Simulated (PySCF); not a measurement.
# OsO3(OH)2: other functionals and bases at one geometry

An exercise on one series of results from a longer session: the logs are not shown, and one member is left open.

The runs use PySCF 2.14.0; several levels, as the steps say, no spin–orbit coupling.

3 further runs of the same task are left out: 2 for a known fault of the program, 1 set aside as unsound or not needed.

**The starting structure**

8 atoms, charge 0, spin multiplicity 1.

Bond lengths: Os1–O2 1.701 Å, Os1–O3 1.720 Å, Os1–O4 1.720 Å, Os1–O5 1.950 Å, Os1–O7 1.950 Å, O5–H6 0.972 Å, O7–H8 0.972 Å. Angles: O2–Os1–O3 106.3°, O2–Os1–O4 106.3°, O2–Os1–O5 105.3°, O2–Os1–O7 105.3°, O3–Os1–O4 101.4°, O3–Os1–O5 144.6°, O3–Os1–O7 84.5°, O4–Os1–O5 84.5°, O4–Os1–O7 144.6°, O5–Os1–O7 72.2°, Os1–O5–H6 108.5°, Os1–O7–H8 108.5°.

As a file:

```xyz
8

Os   -0.03733   -0.03733    0.10172
O     0.03268    0.03268    1.79992
O     1.57378   -0.30843   -0.43589
O    -0.30843    1.57378   -0.43589
O    -1.92218   -0.29692   -0.32700
H    -2.33609    0.57593   -0.43777
O    -0.29692   -1.92218   -0.32700
H     0.57593   -2.33609   -0.43777
```

Formal oxidation states: Os +8. An earlier session relaxed this geometry at r2SCAN, Os def2-SVP with ECP60, O def2-SVP, H def2-SVP (singlet, point group Cs).

At r2SCAN on the finer grid: E = -467.586859 Eh, HOMO -8.18 eV, LUMO -5.62 eV, Mulliken charge on Os1 +1.29 e, largest force component 0.013 eV/Å. 

Levels to run: TPSS; BP86; revPBE; wB97X; r2SCAN, TZVP; r2SCAN, x2c-SVP. Hardware: 2 threads of Arm Neoverse V1, shared host.

Set-up of the first run:

run.py (the lines that set the calculation) reads:

```python
mol = gto.M(atom='''
Os    -0.03733    -0.03733     0.10172
O      0.03268     0.03268     1.79992
O      1.57378    -0.30843    -0.43589
O     -0.30843     1.57378    -0.43589
O     -1.92218    -0.29692    -0.32700
H     -2.33609     0.57593    -0.43777
O     -0.29692    -1.92218    -0.32700
H      0.57593    -2.33609    -0.43777''',
    basis={'Os': 'def2-SVP', 'O': 'def2-SVP', 'H': 'def2-SVP'},
    ecp={'Os': 'def2-SVP'},
    charge=0, spin=0)
mf = dft.RKS(mol, xc='TPSS')
mf.grids.atom_grid = (75, 302)
mf = mf.density_fit()  # fitting sets: Os def2-universal-JKFIT, O def2-universal-JKFIT, H def2-universal-JKFIT
mf.conv_tol = 1e-08; mf.max_cycle = 55
mf.kernel(dm0)  # dm0: the density of the relaxed state
```

Command:

```sh
> OMP_NUM_THREADS=2 python run.py
```

Steps of the session up to this table: TPSS; BP86; revPBE; wB97X; r2SCAN, TZVP; r2SCAN, x2c-SVP.

One of the session's tables, all rows but one given; the rest of the session is left out.

```
                level  HOMO (eV)  gap (eV)  charge on Os1 (e)  dipole (D)  largest force component (eV/Å)
r2SCAN (relaxed here)      -8.18      2.57               1.29        0.58                            0.01
                 TPSS      -7.82      2.42               1.20        0.57                            0.73
                 BP86      -7.82      2.33               1.09        0.56                            0.89
               revPBE          ?         ?                  ?           ?                               ?
                wB97X     -11.72      8.78               1.32        0.64                            1.72
         r2SCAN, TZVP      -8.24      2.66               1.54        0.53                            0.26
      r2SCAN, x2c-SVP      -8.30      2.43               0.93        0.51                            0.81
```

Q: Estimate the row for revPBE from the others.

The run gave: HOMO (eV): -7.63; gap (eV): 2.32; charge on Os1 (e): 1.12; dipole (D): 0.56; largest force component (eV/Å): 0.96. In the column «HOMO (eV)» it is the highest.

In one basis the HOMO–LUMO gap runs from 2.32 eV (revPBE) to 8.78 eV (wB97X). The largest leftover force, 1.72 eV/Å with wB97X, stands at a geometry relaxed at another level. Total energies of different levels can't be compared.
